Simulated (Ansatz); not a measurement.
# ZrSi7: the cost of one run

Method: DFT PBE, scalar-relativistic, plane waves, PAW, in Ansatz 0.2.0.

## 1. The starting structure

The cell holds 16 atoms (Si14Zr2): a = 6.389 Å, b = 6.560 Å, c = 6.442 Å, α = 89.98°, β = 87.19°, γ = 86.27°.

14 Si, 2 Zr were thrown into a skewed cell at random, at 1.00 times a reference volume of the solid, and pushed apart as soft spheres.

Structure file:

```cif
data_structure
_symmetry_space_group_name_H-M 'P 1'
_symmetry_Int_Tables_number 1
_cell_length_a 6.3889
_cell_length_b 6.5595
_cell_length_c 6.4419
_cell_angle_alpha 89.978
_cell_angle_beta 87.187
_cell_angle_gamma 86.269
_cell_volume 269.07
loop_
_atom_site_label
_atom_site_type_symbol
_atom_site_fract_x
_atom_site_fract_y
_atom_site_fract_z
_atom_site_occupancy
Si1 Si 0.59833 0.54518 0.87473 1
Si2 Si 0.81675 0.21002 0.26364 1
Si3 Si 0.61580 0.67460 0.19172 1
Si4 Si 0.90731 0.36906 0.80708 1
Si5 Si 0.15254 0.86235 0.54982 1
Si6 Si 0.17303 0.35073 0.56610 1
Si7 Si 0.44922 0.23890 0.75729 1
Si8 Si 0.72995 0.49054 0.46981 1
Si9 Si 0.83655 0.82919 0.41989 1
Si10 Si 0.20200 0.46826 0.93236 1
Si11 Si 0.15561 0.26538 0.22241 1
Si12 Si 0.39073 0.57906 0.44356 1
Si13 Si 0.48536 0.33657 0.12686 1
Si14 Si 0.51570 0.07466 0.35325 1
Zr1 Zr 0.77058 0.94688 0.88210 1
Zr2 Zr 0.26524 0.89179 0.98970 1
```

## 2. Dynamics at 2530 K

The cutoff is lowered while the worst contacts of the packing are taken out. One k point, a Fermi-Dirac width of 0.218 eV and a fixed cell.

input.yaml

```yaml
crystal:
  lattice:
    - [6.383461, 0.210742, 0.157552]
    - [0.210742, 6.556163, -0.001312]
    - [0.157552, -0.001312, 6.440008]
  atoms:
    - { symbol: Si, position: [0.5983348273, 0.5451750411, 0.8747303748] }
    - { symbol: Si, position: [0.8167524091, 0.2100195557, 0.2636420258] }
    - { symbol: Si, position: [0.6158014388, 0.6745982677, 0.1917153005] }
    - { symbol: Si, position: [0.9073107606, 0.3690571197, 0.807084435] }
    - { symbol: Si, position: [0.1525416122, 0.8623470367, 0.5498164961] }
    - { symbol: Si, position: [0.1730316181, 0.3507308323, 0.5660985152] }
    - { symbol: Si, position: [0.4492187956, 0.2388973846, 0.7572867608] }
    - { symbol: Si, position: [0.7299451346, 0.4905382695, 0.4698144063] }
    - { symbol: Si, position: [0.8365533125, 0.8291923359, 0.4198870372] }
    - { symbol: Si, position: [0.2020025212, 0.468257616, 0.9323574287] }
    - { symbol: Si, position: [0.1556134313, 0.265376651, 0.2224106168] }
    - { symbol: Si, position: [0.3907283363, 0.5790561049, 0.4435567292] }
    - { symbol: Si, position: [0.4853591907, 0.3365650422, 0.1268566517] }
    - { symbol: Si, position: [0.5156996608, 0.0746582177, 0.3532475659] }
    - { symbol: Zr, position: [0.7705844012, 0.9468807413, 0.8820955235] }
    - { symbol: Zr, position: [0.2652370939, 0.8917936717, 0.9897031459] }
  symmetry: { detect: false }
basis:
  ecutwfc: 320
  xc_grid: 1
kpoints:
  mp_grid: { grid: [1, 1, 1], shift: [0.25, 0.25, 0.25] }
hamiltonian:
  xc: pbe
scf:
  occupations: { method: fermi_dirac, width: 0.218 }
  lower_state_search: "off"
  convergence: { dr2_threshold: 1.0e-05 }
output:
  forces: true
  stress: true
md:
  timestep: 3.0
  n_steps: 24
  ensemble: nvt_langevin
  friction: 0.03
  temperature: 2530.0
  initial_velocities: maxwell_boltzmann
  seed: 61700
```

Launch:

```console
> ansatz run input.yaml --threads 2 --pin off --max-ram 5120MiB --backend cpu --events-out ev --progress --plain --runs-dir out
```

Q: Estimate wall time and peak memory on 2 threads of Arm Neoverse V2, shared host.

About 14 s, with a peak of 0.35 GiB.
